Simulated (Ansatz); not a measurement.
# CHGeN (singlet): from Hartree-Fock to the top rungs at a displaced geometry (v1), cc-pVDZ

The task here is to estimate one member of a computed series from the others.

The runs use Ansatz 0.2.0, Gaussian basis; cc-pVDZ, core rule «outside noble gas», up to 16 orbitals frozen.

Plan: UHF; CCSD(T) on RHF; CCSD(T) on UHF; BCCD(T) on RHF; CISD; CCSDT(Q) on RHF; CCSDT(Q) on UHF; CASSCF and MRCISD+Q, 8 electrons in 8 orbitals; CASSCF and NEVPT2, 8 electrons in 8 orbitals.

14 further runs of the same task are left out: 5 that didn't finish, 9 set aside as unsound or not needed. Runs told in other sessions of the task aren't counted.

**The system**

The geometry is a PBE0/def2-TZVP stationary point (not a proven minimum) with its atoms shifted at random (size 0.040 Å). No spin-orbit coupling is included. The filled d shell of Ge may be among the frozen orbitals whatever the setting's name suggests.

4 atoms, charge 0, spin multiplicity 1.

Atoms are counted from 1 here; the program's logs count them from 0.

Bond lengths: C1–N2 1.185 Å, N2–Ge3 1.916 Å, Ge3–H4 1.532 Å. Angles: C1–N2–Ge3 171.9°, N2–Ge3–H4 93.1°.

The first run:

in.yaml

```yaml
crystal:
  periodic: [false, false, false]
  atoms:
    - {symbol: C, position_ang: [-0.033671, -0.054388, 2.452993]}
    - {symbol: N, position_ang: [-0.034504, 0.059600, 1.273140]}
    - {symbol: Ge, position_ang: [0.013460, -0.023282, -0.640105]}
    - {symbol: H, position_ang: [-0.089317, 1.497718, -0.791107]}
basis:
  gaussian: {orbitals: cc-pVDZ}
magnetization: {spin_polarized: true, initial_magnetization: 0}
hamiltonian: {xc: hf}
output: {orbitals: {seedname: orbitals}}
```

On the command line:

```sh
$ ansatz run in.yaml --threads 1 --pin off --events-out ev --progress --plain --max-ram 2393MiB
```

Steps of the session up to this table: UHF; CCSD(T) on RHF; CCSD(T) on UHF; BCCD(T) on RHF; CISD; CCSDT(Q) on RHF; CCSDT(Q) on UHF; CASSCF and MRCISD+Q, 8 electrons in 8 orbitals; CASSCF and NEVPT2, 8 electrons in 8 orbitals.

One of the session's tables, all rows but one given; the rest of the session is left out.

It belongs to the step «Misses and costs». 

```
           method  from RCCSDT(Q) (meV)
              RHF              +10369.3
              UHF              +10367.3
             RMP2               +1184.8
            RCCSD                +468.5
         RCCSD(T)                 +56.2
          BCCD(T)                     ?
           RCCSDT                 +37.0
        RCCSDT(Q)                     0
  CASSCF frontier               +6732.1
  NEVPT2 frontier               +1723.6
  MRCISD frontier                +710.5
MRCISD+Q frontier                 +80.1
```

**Question.** Estimate the row for BCCD(T).

As computed: from RCCSDT(Q) (meV): +53.1. In the column «from RCCSDT(Q) (meV)» it lies between RCCSDT (+37.0) and RCCSD(T) (+56.2).

Not comparable, so not listed: CCSD(T) on UHF; CCSDT(Q) on UHF (they don't share determinant, frozen orbitals or solution with the rows shown, or repeat one).

Limits of these values: Warnings: restricted reference is unstable.
